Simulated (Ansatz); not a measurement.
Run this with the Python package of Ansatz (0.2.0) and show what comes out.

`disp.py`:
```python
"""Dispersion corrections for H3InO3."""

import logging
import sys

import ansatz as az

logging.basicConfig(stream=sys.stdout, format="%(levelname)s %(message)s")
logger = logging.getLogger("h3ino3")
logger.setLevel(logging.INFO)

geometry_ang = [
    ("O", [-1.7449, 0.2397, 0.3982]),
    ("In", [-0.3169, -0.9624, 0.1867]),
    ("O", [1.1151, -0.1054, 1.4601]),
    ("O", [0.4837, -1.0319, -1.4542]),
    ("H", [-1.398, 1.1095, 0.0032]),
    ("H", [1.2854, 0.7757, 1.0141]),
    ("H", [0.637, -0.0931, -1.654]),
]
h3ino3 = az.Crystal.molecule()
for symbol, xyz in geometry_ang:
    h3ino3 = h3ino3.atom(symbol, xyz)

job = h3ino3.calculation().basis(gaussian="def2-SVP")
for name in ["revpbe", "pbe"]:
    for correction in ("d3bj", "d4"):
        data = job.functional(name, dispersion=correction).run(threads=1, backend="cpu").report
        logger.info(f"{name:8s} {correction:5s} total {data['free_energy_ev']:.5f} eV, of which dispersion {1000 * data['dispersion']['energy']['ev']:.2f} meV")
```

```console
$ python disp.py
INFO revpbe   d3bj  total -11356.63296 eV, of which dispersion -248.46 meV
INFO revpbe   d4    total -11356.68633 eV, of which dispersion -301.83 meV
INFO pbe      d3bj  total -11350.76107 eV, of which dispersion -104.17 meV
INFO pbe      d4    total -11350.76897 eV, of which dispersion -112.07 meV
```

What to keep in mind:
- Total energies depend on the basis set; only differences at equal settings carry meaning.
- The geometry is a force-field or estimated start, not a minimum of this method, and the basis set is short of its limit. D4 holds the three-body term, and d3bj doesn't.
- def2 sets replace the cores of elements past krypton by effective core potentials.
- Timing: 15 s on 1 thread of Arm Neoverse N1, on a shared host, peak memory 0.17 GiB.
